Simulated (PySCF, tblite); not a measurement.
**C₃H₈OPSi₂ radical: geometry, infrared bands and EPR parameters**

Wanted: the infrared bands and EPR parameters of C₃H₈OPSi₂ radical (`CO[SiH]C#C[SiH2]P`), by calculation.

The runs use tblite 0.8.0 and PySCF 2.14.0, with density-fitted response routines of our own; the level of theory stands in each step. All values are computed, except where a source is named. Atoms are numbered from 0 throughout.

## (1) The molecule as given

15 atoms, charge 0, multiplicity 2; geometry from: force field or distance geometry start.

Bonds of the start (Å): C0–O1 1.39, O1–Si2 1.71, Si2–C3 1.82, C3–C4 1.21, C4–Si5 1.83, Si5–P6 2.21, C0–H7 1.11, C0–H8 1.12, C0–H9 1.12, Si2–H10 1.45, Si5–H11 1.45, Si5–H12 1.48, P6–H13 1.45, P6–H14 1.45.

## (2) Optimising the geometry with GFN2-xTB

Job settings and geometry (Å):

```
{"job": {"kind": "relax", "xc": "GFN2-xTB", "basis": "xTB"}, "charge": 0, "multiplicity": 2}
C     -3.356800     0.110600     0.226400
O     -2.917900    -1.193600     0.065900
Si    -1.578700    -1.434100     1.105500
C     -0.146500    -0.623100     0.329100
C      0.822300    -0.083200    -0.151200
Si     2.268000     0.727100    -0.931900
P      4.110100    -0.460700    -0.648400
H     -4.332000     0.314000    -0.261400
H     -2.537400     0.761600    -0.171200
H     -3.462700     0.326600     1.322600
H     -1.796300    -1.006000     2.473100
H      1.977400     0.989000    -2.328200
H      2.483000     2.014400    -0.227700
H      4.281000    -0.865900     0.736100
H      4.182100    -1.579900    -1.560600
```

Launch:

```bash
OMP_NUM_THREADS=1 python probes_run.py task.json out
```

The driver reads the jobs from task.json and runs them one after another.

Log:

```text
step      E/eV     max force
  0    -555.51267    1.720
  1    -555.71004    1.569
  2    -555.84382    3.595
  3    -556.10570    1.192
  4    -556.25964    1.252
  5    -556.36449    0.850
  6    -556.38388    0.350
  7    -556.40941    0.515
  8    -556.42290    0.552
  9    -556.45196    0.388
 10    -556.47263    0.409
 11    -556.49469    0.364
 12    -556.51227    0.389
 13    -556.52985    0.310
 14    -556.54007    0.227
 15    -556.54633    0.209
 16    -556.55120    0.188
 17    -556.55554    0.169
 18    -556.56055    0.204
 19    -556.56624    0.214
 20    -556.57202    0.232
 21    -556.57741    0.186
 22    -556.58176    0.149
 23    -556.58470    0.142
 24    -556.58671    0.133
 25    -556.58808    0.098
 26    -556.58902    0.073
 27    -556.58985    0.096
 28    -556.59070    0.116
 29    -556.59167    0.098
 30    -556.59276    0.080
 31    -556.59392    0.077
 32    -556.59499    0.080
 33    -556.59589    0.085
 34    -556.59663    0.067
 35    -556.59735    0.067
 36    -556.59820    0.089
 37    -556.59922    0.100
 38    -556.60017    0.090
 39    -556.60083    0.050
 40    -556.60128    0.054
 41    -556.60167    0.058
 42    -556.60206    0.049
 43    -556.60235    0.047
 44    -556.60255    0.035
 45    -556.60271    0.035
 46    -556.60293    0.031
 47    -556.60311    0.033
 48    -556.60333    0.036
 49    -556.60352    0.043
 50    -556.60374    0.041
 51    -556.60401    0.059
 52    -556.60435    0.067
 53    -556.60467    0.051
 54    -556.60493    0.057
 55    -556.60517    0.048
 56    -556.60543    0.047
 57    -556.60575    0.052
 58    -556.60609    0.042
 59    -556.60640    0.047
 60    -556.60667    0.045
 61    -556.60694    0.043
 62    -556.60729    0.059
 63    -556.60771    0.063
 64    -556.60811    0.051
 65    -556.60845    0.057
 66    -556.60875    0.051
 67    -556.60907    0.041
 68    -556.60941    0.045
 69    -556.60970    0.042
 70    -556.60993    0.039
 71    -556.61015    0.034
 72    -556.61041    0.048
 73    -556.61073    0.053
 74    -556.61100    0.034
 75    -556.61116    0.033
 76    -556.61127    0.027
 77    -556.61137    0.022
 78    -556.61148    0.020
 79    -556.61155    0.021
 80    -556.61159    0.012
 81    -556.61162    0.015
 82    -556.61166    0.016
 83    -556.61173    0.016
 84    -556.61179    0.019
 85    -556.61185    0.018
 86    -556.61191    0.021
 87    -556.61199    0.022
 88    -556.61209    0.021
 89    -556.61224    0.029
 90    -556.61242    0.032
 91    -556.61262    0.027
 92    -556.61279    0.032
 93    -556.61291    0.033
 94    -556.61300    0.030
 95    -556.61315    0.031
 96    -556.61340    0.054
 97    -556.61372    0.045
 98    -556.61398    0.038
 99    -556.61410    0.021
100    -556.61415    0.018
101    -556.61419    0.017
102    -556.61426    0.025
103    -556.61437    0.016
104    -556.61441    0.013
105    -556.61442    0.015
106    -556.61443    0.011
107    -556.61446    0.016
108    -556.61453    0.027
109    -556.61468    0.037
110    -556.61493    0.047
111    -556.61520    0.041
112    -556.61540    0.025
113    -556.61548    0.016
114    -556.61552    0.016
115    -556.61554    0.017
116    -556.61558    0.022
117    -556.61562    0.016
118    -556.61570    0.019
119    -556.61583    0.028
120    -556.61594    0.028
121    -556.61603    0.017
122    -556.61607    0.009
```

It took 0.89 s on 1 thread of Arm Neoverse V2, shared host.

Along the way: (not every step is listed)

```tsv
step	energy from step 0 (eV)	largest force (eV/Å)
0	0.0000	1.7197
1	-0.1974	1.5685
2	-0.3312	3.5945
3	-0.5930	1.1920
4	-0.7470	1.2522
5	-0.8518	0.8496
6	-0.8712	0.3500
7	-0.8967	0.5154
8	-0.9102	0.5525
18	-1.0479	0.2043
28	-1.0780	0.1157
38	-1.0875	0.0905
48	-1.0907	0.0362
58	-1.0934	0.0425
68	-1.0967	0.0446
78	-1.0988	0.0199
88	-1.0994	0.0207
98	-1.1013	0.0379
108	-1.1019	0.0270
117	-1.1030	0.0157
118	-1.1030	0.0192
119	-1.1032	0.0285
120	-1.1033	0.0277
121	-1.1034	0.0170
122	-1.1034	0.0088
```

Distances of close pairs at the start and the end, largest changes first:

```tsv
bond	before (Å)	after (Å)	change (Å)
O1–Si2	1.712	1.618	-0.095
P6–H13	1.453	1.382	-0.071
P6–H14	1.446	1.382	-0.063
Si5–P6	2.210	2.250	+0.040
C0–H9	1.122	1.092	-0.030
C0–H8	1.120	1.092	-0.028
C0–H7	1.109	1.090	-0.019
Si5–H11	1.450	1.468	+0.018
```

The end geometry stands in the next job.

## (3) Vibrational analysis with GFN2-xTB

Job settings and geometry (Å):

```
{"job": {"kind": "ir", "xc": "GFN2-xTB", "basis": "xTB"}, "charge": 0, "multiplicity": 2}
C     -3.614920     0.165640     0.327702
O     -2.858683    -1.011746     0.251814
Si    -1.410321    -1.359897     0.882221
C      0.020071    -0.422573     0.280846
C      1.002668     0.070792    -0.257702
Si     2.526441     0.783997    -1.000568
P      4.308101    -0.551103    -0.673522
H     -4.538425     0.003970    -0.228448
H     -3.068035     1.002137    -0.112271
H     -3.855930     0.407132     1.365518
H     -1.451229    -1.618352     2.308925
H      2.350544     0.927664    -2.450546
H      2.854263     2.072114    -0.371230
H      4.070671    -0.750459     0.673138
H      3.660370    -1.722637    -1.017789
```

Log:

```text
mode    cm-1     km/mol
  1      10.8      0.22
  2      35.5      1.09
  3      57.3      3.59
  4      70.2      0.80
  5      86.7      4.34
  6     106.4      4.17
  7     139.9      9.77
  8     183.2     29.55
  9     250.7     22.93
 10     266.6     11.43
 11     316.0      6.24
 12     374.1    111.70
 13     422.6     55.03
 14     432.8     24.21
 15     493.4     18.30
 16     541.1     16.23
 17     622.7    285.66
 18     656.0    110.89
 19     706.8     21.84
 20     720.0    345.71
 21     755.6    175.67
 22     772.5    128.30
 23     933.7    181.27
 24    1096.2    230.54
 25    1121.9      5.47
 26    1136.0     39.22
 27    1153.1     12.09
 28    1411.3      0.49
 29    1481.0      4.70
 30    1483.2      1.99
 31    2096.6    500.28
 32    2177.4    283.68
 33    2205.9    195.20
 34    2309.6    245.55
 35    2356.6    269.72
 36    2398.5    166.50
 37    2958.2     43.92
 38    2971.9     23.88
 39    3001.2     27.79
```

Wall time 0.57 s (1 thread of Arm Neoverse V2, shared host).

Which atoms move in the most intense modes:

```tsv
cm⁻¹	km/mol	atoms
623	285.7	H12 24 %, H14 23 %, H11 21 %, H13 20 %
720	345.7	H14 37 %, H12 24 %, H11 13 %
1096	230.5	O1 52 %, C0 33 %
2097	500.3	C4 50 %, C3 49 %
2177	283.7	H12 93 %
2206	195.2	H11 93 %
2310	245.6	H14 49 %, H13 47 %
2357	269.7	H10 97 %
```

## (4) g tensor and hyperfine couplings: B3LYP/pcH-1

The job, as its differences from that of step 3:

```diff
@@ -1,2 +1,2 @@
-{"job": {"kind": "ir", "xc": "GFN2-xTB", "basis": "xTB"}, "charge": 0, "multiplicity": 2}
+{"job": {"kind": "epr", "basis": "pcH-1"}, "charge": 0, "multiplicity": 2}
 C     -3.614920     0.165640     0.327702
```

Level: UKS B3LYP, pcH-1 on C H O P Si, non-relativistic, mean-field spin-orbit, GIAO.

Log:

```text
UKS, coarse grid
  cycle   1  E = -1114.54423279  |g| = 5.84e-01
  cycle   2  E = -1114.30892469  |g| = 9.64e-01
  cycle   3  E = -1114.66834584  |g| = 1.16e-01
  cycle   4  E = -1114.67179729  |g| = 6.75e-02
  cycle   5  E = -1114.67375955  |g| = 2.92e-02
  cycle   6  E = -1114.67414451  |g| = 1.05e-02
  cycle   7  E = -1114.67420799  |g| = 2.45e-03
  cycle   8  E = -1114.67421323  |g| = 9.47e-04
UKS, final grid
  cycle   1  E = -1114.67420980  |g| = 9.43e-04
  cycle   2  E = -1114.67420956  |g| = 1.33e-03
  cycle   3  E = -1114.67421049  |g| = 4.72e-04
  cycle   4  E = -1114.67421063  |g| = 1.66e-04
  cycle   5  E = -1114.67421071  |g| = 1.42e-04
  cycle   6  E = -1114.67421073  |g| = 2.83e-05
  cycle   7  E = -1114.67421073  |g| = 1.70e-05
E = -1114.67421073 Eh   <S^2> = 0.7559 (exact 0.7500)
g shifts (ppm)      1          2          3
  rmc          -150       -150       -150
  gc             28         17         66
  oz_so       -1156        -84        838
  total       -1278       -216        755
hyperfine (MHz)  atom isotope    a_iso     a_fc   dipolar eigenvalues
    0   13C      34.45      34.46     -2.67     -2.54      5.21
    1   17O     -79.88     -79.83     -9.73      4.35      5.38
    2  29Si    -549.77    -550.86   -154.42     76.63     77.79
    3   13C      21.58      21.56    -12.10     -0.01     12.11
    4   13C      18.80      18.91    -16.78    -14.23     31.01
    5  29Si       9.81       9.83     -0.48     -0.18      0.66
    6   31P      -1.46      -1.42     -3.55     -3.26      6.80
    7    1H      -1.26      -1.26     -1.98     -1.28      3.26
    8    1H      -2.03      -2.04     -2.19     -1.14      3.33
    9    1H      -1.26      -1.26     -2.31     -1.08      3.38
   10    1H      49.88      49.87     -9.24      0.79      8.46
   11    1H       3.49       3.49     -0.94     -0.81      1.74
   12    1H      15.46      15.46     -1.00     -0.60      1.59
   13    1H      -0.30      -0.30     -0.74     -0.45      1.19
   14    1H       0.05       0.05     -0.91     -0.37      1.28
```

It took 2.1 min on 1 thread of Arm Neoverse V2, shared host; peak memory 0.98 GiB.

Principal g values 2.00104, 2.00210, 2.00307; g(iso) = 2.00207, against 2.00232 for a free electron.

Mean a(iso) over the nuclei that a row names, and the largest dipolar term of the row (other rows stand at the frozen geometry):

```tsv
nuclei	isotope	a(iso) (MHz)	a(iso) (G, at g = 2.0023)	largest dipolar term (MHz)
Si2	29Si	-549.8	-196.2	-154.4
O1	17O	-79.9	-28.5	-9.7
H10	1H	49.9	17.8	-9.2
C0	13C	34.5	12.3	5.2
C3	13C	21.6	7.7	12.1
C4	13C	18.8	6.7	31.0
Si5	29Si	9.8	3.5	0.7
H11, H12	1H	9.5	3.4	1.7
H7, H8, H9	1H	-1.5	-0.5	3.4
P6	31P	-1.5	-0.5	6.8
H13, H14	1H	-0.1	0.0	1.3
```

Mulliken spin populations:

C0 0.02; O1 0.00; Si2 0.85; C3 -0.11; C4 0.22; Si5 -0.01; P6 0.01; H7 0.00; H8 0.00; H9 0.00; H10 0.01; H11 0.00; H12 0.01; H13 0.00; H14 0.00

In first order the couplings over 0.8 MHz of 1H, 31P give 48 distinct lines over 26.7 G, if the averaged nuclei exchange fast.

The fields below are evaluated on a grid from the run's orbitals.

ELF in a plane through or near 7 of the atoms.

Ten even steps from ' ' (0.00) to '@' (0.99):
```
                                                        
                                                        
                                                        
              ..--::                                    
            ..==##**::                ..                
            ::##@@%%==            ..@@@@##..            
            ::******--....::..    ::@@@@%%--::--..      
  ..==**==::--..++====##**++==::    %%@@@@**%%%%==      
  ++%%@@@@%%@@**::..@@**++%%##++..  ..**::::%%##--      
  %%@@@@@@--##@@==--@@..::%%****::..::++..::**--..      
..%%@@@@--##..**==::****%%::::@@++--####**--::          
..##@@@@++==..==..  --**%%++**%%....##%%++..            
  ==**##**++**==..    --++++##::**##::====..            
    ..::..::--::      ......::--::--==..                
            ..              ..==##@@##::                
                            ..::==**++::                
                                ..::..                  
                                                        
                                                        
                                                        
```
The map spans 14.0 Å across and 10.0 Å up, centred on the molecule. Atoms in the plane (x, y in Å): C0 (3.6, 0.5), Si2 (1.6, -1.3), C3 (0.0, -0.4), C4 (-1.0, 0.2), Si5 (-2.7, 1.0), P6 (-4.4, -0.5), H8 (3.0, 1.3).

log10 of the density (e/Å³) in the same plane.

Ten even steps from '0' (-4.0) to '9' (2.4):
```
0000000000000000000000000000
0000000000000000000000000000
0000001111100000000000000000
0000012233211000000110000000
0000123344321100012222100000
0001224455432221123443221000
0012234555443332234554432100
0223445577555443335666543100
1234555576666554435677643200
2345566655677665445666543200
2345696554566776556665432100
2345676544455666666654322100
1234555543344555785544211000
1223444432233345565432100000
0122333322122334555422000000
0001122210001223444321000000
0000011100000122333210000000
0000000000000011221100000000
0000000000000000110000000000
0000000000000000000000000000
```
The map spans 14.0 Å across and 10.0 Å up, centred on the molecule. Atoms in the plane (x, y in Å): C0 (3.6, 0.5), Si2 (1.6, -1.3), C3 (0.0, -0.4), C4 (-1.0, 0.2), Si5 (-2.7, 1.0), P6 (-4.4, -0.5), H8 (3.0, 1.3).

On the surface of density 0.002 e/bohr³ the electrostatic potential runs, from the 1st to the 99th percentile, from -1.05 V near O1 to 1.09 V near H9.

The spin density lies nearest to Si2 55 %; C4 15 %; H10 10 %; C3 9 % (both signs).

## (5) Results

```
                                 quantity                    value
strongest single infrared mode (GFN2-xTB)    2097 cm⁻¹, 500 km/mol
             zero-point energy (GFN2-xTB)            57.6 kcal/mol
                           g(iso) (B3LYP)                  2.00207
                                     ⟨S²⟩       0.756 (exact 0.75)
       largest a(iso) (averaged by class)  29Si on Si2, -549.8 MHz
    surface potential, 1st and 99th percentile       -1.05 V and 1.09 V
```

In words: Over 122 steps the energy fell by 1.103 eV; of the close pairs, O1–Si2 changed most, 1.712 to 1.618 Å. All 39 modes are real, so the xTB geometry is a minimum. The strongest single mode, at 2097 cm⁻¹, moves mainly C4 and C3. GFN2-xTB is a fitted tight-binding method: band positions and strengths are rough. Its intensities can rank the bands wrongly. Si2 carries the largest spin population, 0.85 e. The isotropic g lies 0.2 ppt below the free-electron value.
